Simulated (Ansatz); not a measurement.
Crystal: NaLaMnMoO6.

```
Na La Mn Mo O
1.0
     0.00000    3.86259    3.86259
     3.86259    0.00000    3.86259
     3.86259    3.86259    0.00000
Na La Mn Mo O
1 1 1 1 6
Direct
  0.25000 0.25000 0.25000
  0.75000 0.75000 0.75000
  0.50000 0.50000 0.50000
  0.00000 0.00000 0.00000
  0.74662 0.25338 0.25338
  0.25338 0.25338 0.74662
  0.25338 0.74662 0.25338
  0.74662 0.25338 0.74662
  0.74662 0.74662 0.25338
  0.25338 0.74662 0.74662
```

The cell was built by a generator and needn't be a form met in nature.

Base run:

```yaml
Program: Ansatz 0.2.0
Functional: PBE
Potentials_or_basis: Ansatz PAW
Cutoff: "420 eV (not typed: the program's choice for these potentials)"
k_mesh: 6 × 6 × 6
Occupations: fermi-dirac, width 0.05 eV
Spin: collinear spin, ferromagnetic start
Starting_moments: "[0.0, 0.0, 4.0, 1.0, 0.0, 0.0, 0.0, 0.0, 0.0, 0.0] μB"
```

Its results: band gap on the k mesh none (metal or under the smearing width); pressure 0.0 GPa; net moment 1.16 μB per cell; site moments Na +0.00; La -0.03; Mn +1.76; Mo -0.49; O +0.01 μB.

The run is repeated on the same cell with these changes: functional from PBE to BLYP. What comes out?

Band gap on the k mesh none (metal or under the smearing width); pressure 6.0 GPa; net moment 1.09 μB per cell; site moments Na +0.00; La -0.03; Mn +1.65; Mo -0.47; O +0.01 μB.

BLYP binds less tightly than PBE, so the same cell stands under more pressure.

Caveats: a cell with one magnetic atom can't hold antiferromagnetic order, which such compounds often take; semilocal functionals often make such compounds metallic where correlation or magnetic order opens a gap, which also shifts bond lengths; the starting moments weren't kept; spin-orbit coupling is left out, which moves the levels of the heavy elements (some runs); the PAW data sets come from PBE, with cores solved anew for the run's functional, which leaves a small shift of forces and pressure (some runs).
